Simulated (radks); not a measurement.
**Ta⁺ in [Kr] 4d10 4f14 5s2 5p5 5d3 6s1 6p1: an all-electron calculation**

What are the levels of the tantalum ion Ta+, how large are its shells, and how does its energy divide?

The numbers are computed with radks (a radial shooting solver on a logarithmic mesh, Libxc functionals) version 1 (scalar-relativistic Kohn-Sham, LDA (Slater exchange, Perdew-Wang correlation), spin-polarised, spherical densities, finite nucleus; open shells are filled with parallel spins first), except any that are marked as measured or tabulated.

### 1 What is computed

- element: tantalum (Z = 73)
- charge: +1
- electrons: 72
- configuration: [Kr] 4d10 4f14 5s2 5p5 5d3 6s1 6p1
- nuclear rms radius: 5.3507 fm

Outer shells as boxes (Hund's rule):

Ta⁺
```
[Kr] core
4d [↑↓][↑↓][↑↓][↑↓][↑↓]
4f [↑↓][↑↓][↑↓][↑↓][↑↓][↑↓][↑↓]
5s [↑↓]
5p [↑↓][↑↓][↑ ]
5d [↑ ][↑ ][↑ ][  ][  ]
6s [↑ ]
6p [↑ ][  ][  ]
```

### 2 The run

The run's settings:

```text
Z 73
configuration [Kr] 4d10 4f14 5s2 5p5 5d3 6s1 6p1 7s0 5f0
relativity scalar-relativistic
functional lda,pw
spin polarised
nucleus finite rms 5.3507 fm
c 137.035999084
```

Q: Predict the outcome of this run.

The runs gave:

| quantity | value |
| --- | --- |
| total energy | -15591.3525 hartree |
| exchange-correlation share of it | 1.96 % |
| −T/E | 1.0981 |
| highest occupied level | 6p up, -8.764 eV |
| most extended occupied level | 6p up, <r> = 3.62 bohr |
| radius at density 0.001 e/bohr³ | 4.68 bohr |
| maxima of the radial density | 4 |

**Reading.** The radial density shows 4 maxima for 6 occupied principal shells; where shells overlap, one shows as a shoulder or not at all. −T/E is 1.098: with relativity the kinetic term as defined here no longer equals −E. This is not the tabulated ground configuration, so its levels and sizes aren't those of the ground state, and no measured value stands beside it.
